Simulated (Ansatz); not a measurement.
Geometry optimisation, Ansatz 0.2.0, DFT PBE, scalar-relativistic, plane waves, PAW.

Input file:

```yaml
crystal:
  lattice:
    - [0.0, 5.43, 5.43]
    - [5.43, 0.0, 5.43]
    - [5.43, 5.43, 0.0]
  atoms:
    - { symbol: Si, position: [0.0, 0.0, 0.0] }
    - { symbol: Si, position: [0.125, 0.125, 0.125] }
    - { symbol: Si, position: [0.0, 0.0, 0.5] }
    - { symbol: Si, position: [0.125, 0.125, 0.625] }
    - { symbol: Si, position: [0.0, 0.5, 0.0] }
    - { symbol: Si, position: [0.125, 0.625, 0.125] }
    - { symbol: Si, position: [0.0, 0.5, 0.5] }
    - { symbol: Si, position: [0.125, 0.625, 0.625] }
    - { symbol: Si, position: [0.5, 0.0, 0.0] }
    - { symbol: Si, position: [0.625, 0.125, 0.125] }
    - { symbol: Si, position: [0.5, 0.0, 0.5] }
    - { symbol: Si, position: [0.625, 0.125, 0.625] }
    - { symbol: Si, position: [0.5, 0.5, 0.0] }
    - { symbol: Si, position: [0.625, 0.625, 0.125] }
    - { symbol: Si, position: [0.5, 0.5, 0.5] }
    - { symbol: Si, position: [0.625, 0.625, 0.625] }
    - { symbol: Cu, position: [0.80471037, 0.80874247, 0.57484309] }
total_charge: 1
basis:
  ecutwfc: 420.0
kpoints:
  mp_grid: { grid: [2, 2, 2] }
hamiltonian:
  xc: pbe
  pseudopotentials: { kind: paw, azcp: { folder: soft_1 } }
scf:
  occupations: { method: gaussian, width: 0.05 }
  lower_state_search: "off"
relax:
  f_tol: 0.03
  max_steps: 60
  adjacent_minimum: "off"
output:
  write_density: true
  write_potential: true
  elf: true
  volumetric_format: npy
```

Run as:

```bash
$ ansatz run input.yaml --threads 1 --pin off --max-ram 3072MiB --backend cpu --events-out ev --progress --plain --runs-dir out
```

Where does it end, and by what steps?

The run converged. The force dipped under the threshold on the way, but the program's further checks kept it going. Limits of this set-up: coarse k mesh, charged cell in a uniform background, uncorrected. After 17 steps the energy has fallen by 0.654 eV; Cu17 moved furthest, 0.54 Å. Joined: Si14–Cu17 (3.45 → 2.66 Å).

```csv
step,energy less start (eV),largest force component (eV/Å),accepted
0,0.0000,1.888,yes
1,-0.4710,0.783,yes
2,-0.5992,0.086,yes
3,-0.6127,0.101,yes
4,-0.6253,0.162,yes
5,-0.6382,0.093,yes
6,-0.6496,0.046,yes
7,-0.6517,0.033,yes
8,-0.6522,0.015,yes
9,-0.6524,0.011,yes
10,-0.6526,0.019,yes
11,-0.5186,0.567,no
12,-0.6529,0.021,yes
13,-0.6532,0.021,yes
14,-0.6536,0.016,yes
15,-0.6522,0.060,no
16,-0.6540,0.007,yes
17,-0.6541,0.007,yes
```

```xyz
17
Lattice="0.0000 5.4300 5.4300 5.4300 0.0000 5.4300 5.4300 5.4300 0.0000" Properties=species:S:1:pos:R:3
Si 0.061 0.047 -0.063
Si 1.385 1.353 1.352
Si 2.719 2.751 0.044
Si 4.155 4.118 1.273
Si 2.647 0.000 2.781
Si 4.076 1.354 4.043
Si 5.385 2.753 2.709
Si 6.682 4.155 4.176
Si 0.031 2.652 2.763
Si 1.385 4.064 4.044
Si 2.753 5.374 2.677
Si 4.129 6.710 4.120
Si 2.666 2.653 5.398
Si 3.938 3.916 6.920
Si 5.253 5.326 5.608
Si 6.739 6.711 6.731
Cu 7.808 7.854 8.483
```

Whether the end is a true minimum wasn't checked by a vibrational analysis.

The run took 2.5 min on 1 thread of Arm Neoverse V1, on a shared host, peak memory 0.56 GiB.
